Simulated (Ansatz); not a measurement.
# SnP5: the cost of one run

Method: DFT PBE, scalar-relativistic, plane waves, PAW, in Ansatz 0.2.0.

## 1. Starting point

The structure is hexagonal, space group P6/mmm (No. 191). Conventional cell: a = 4.396 Å, b = 4.396 Å, c = 7.792 Å, α = 90.00°, β = 90.00°, γ = 120.00°. Sn (site symmetry 6/mmm) has 2 P at 2.33 Å in its first shell of neighbours. P (site symmetry mmm) has 4 P at 2.20 Å in its first shell of neighbours. Around P (site symmetry 6mm) lie 1 Sn at 2.33 Å.

Structure file:

```cif
data_structure
_symmetry_space_group_name_H-M 'P6/mmm'
_symmetry_Int_Tables_number 191
_cell_length_a 4.3956
_cell_length_b 4.3956
_cell_length_c 7.7917
_cell_angle_alpha 90.000
_cell_angle_beta 90.000
_cell_angle_gamma 120.000
_cell_volume 130.38
loop_
_atom_site_label
_atom_site_type_symbol
_atom_site_symmetry_multiplicity
_atom_site_Wyckoff_symbol
_atom_site_fract_x
_atom_site_fract_y
_atom_site_fract_z
_atom_site_occupancy
Sn1 Sn 1 b 0.00000 0.00000 0.50000 1
P1 P 3 f 0.50000 0.00000 0.00000 1
P2 P 2 e 0.00000 0.00000 0.20131 1
```

A structure generator made this guess: random cell by space group and Wyckoff sites (P6/mmm, No. 191). The dimensions are guesses.

## 2. Probe: one point on a coarse mesh

Contents of input.yaml:

```yaml
crystal:
  lattice:
    - [4.3955997, 0.0, 0.0]
    - [-2.19779985, 3.80670101, 0.0]
    - [0.0, 0.0, 7.79167817]
  atoms:
    - { symbol: Sn, position: [0.0, 0.0, 0.5] }
    - { symbol: P, position: [0.5, 0.0, 0.0] }
    - { symbol: P, position: [0.0, 0.5, 0.0] }
    - { symbol: P, position: [0.5, 0.5, 0.0] }
    - { symbol: P, position: [0.0, 0.0, 0.20130788] }
    - { symbol: P, position: [0.0, 0.0, 0.79869212] }
basis:
  ecutwfc: 420
kpoints:
  mp_grid: { grid: [6, 6, 2] }
hamiltonian:
  xc: pbe
scf:
  occupations: { method: gaussian, width: 0.1 }
  lower_state_search: "off"
output:
  forces: true
  stress: true
  eigenvalues: true
```

Launch:

```
ansatz run input.yaml --threads 1 --pin off --max-ram 2560MiB --backend cpu --events-out ev --progress --plain --runs-dir out
```

Q: Estimate wall time and peak memory on 1 thread of Intel Xeon at 2.50GHz (Skylake/Cascade Lake), shared host.

About 7.2 s, with a peak of 0.39 GiB.
